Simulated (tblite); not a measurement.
# C4H11ClGeSi2: the cost of one run

The runs use tblite 0.8.0 and PySCF 2.14.0, with density-fitted response routines of our own; the level of theory stands in each step. All values are computed, except where a source is named. Atoms count from 0, in the outputs and in this text.

## (1) The starting structure

19 atoms, charge 0, multiplicity 1; geometry from: force field or distance geometry start.

Bonds of the start (Å): C0–C1 1.47, C1–C2 1.20, C2–Si3 1.83, Si3–C4 1.87, Si3–Ge5 2.32, Si3–Si6 2.20, Si6–Cl7 2.11, C0–H8 1.11, C0–H9 1.10, C0–H10 1.12, C4–H11 1.13, C4–H12 1.11, C4–H13 1.11, Ge5–H14 1.57, Ge5–H15 1.53, Ge5–H16 1.56, Si6–H17 1.45, Si6–H18 1.49.

## (2) Relaxing the molecule with GFN2-xTB

Job settings and geometry (Å):

```
{"job": {"kind": "relax", "xc": "GFN2-xTB", "basis": "xTB"}, "charge": 0, "multiplicity": 1}
C      3.424100    -0.521100    -1.421600
C      2.086600    -0.360300    -0.821800
C      1.011000    -0.224000    -0.318500
Si    -0.653100    -0.021600     0.404600
C     -0.739400    -0.874600     2.071800
Ge    -1.068600     2.252200     0.542500
Si    -2.126400    -0.868900    -0.999100
Cl    -3.691400     0.537500    -1.157000
H      3.652400    -1.595500    -1.606600
H      3.513000     0.106800    -2.314800
H      4.221400    -0.188400    -0.707400
H      0.310900    -1.190200     2.325500
H     -1.093000    -0.203800     2.880300
H     -1.335200    -1.811900     2.027200
H     -0.072300     2.942700    -0.460100
H     -2.531200     2.594100     0.273500
H     -0.620000     2.673500     1.974500
H     -1.612500    -1.137100    -2.322800
H     -2.686100    -2.100400    -0.377500
```

The run is started by

```
$ OMP_NUM_THREADS=1 python probes_run.py task.json out
```

One launch serves the whole session: the jobs run in the order shown.

**Question.** How long does this first job take on 1 thread of Arm Neoverse N1, shared host, and how much memory does it need?

About 3.4 s, with a peak of 0.18 GiB.
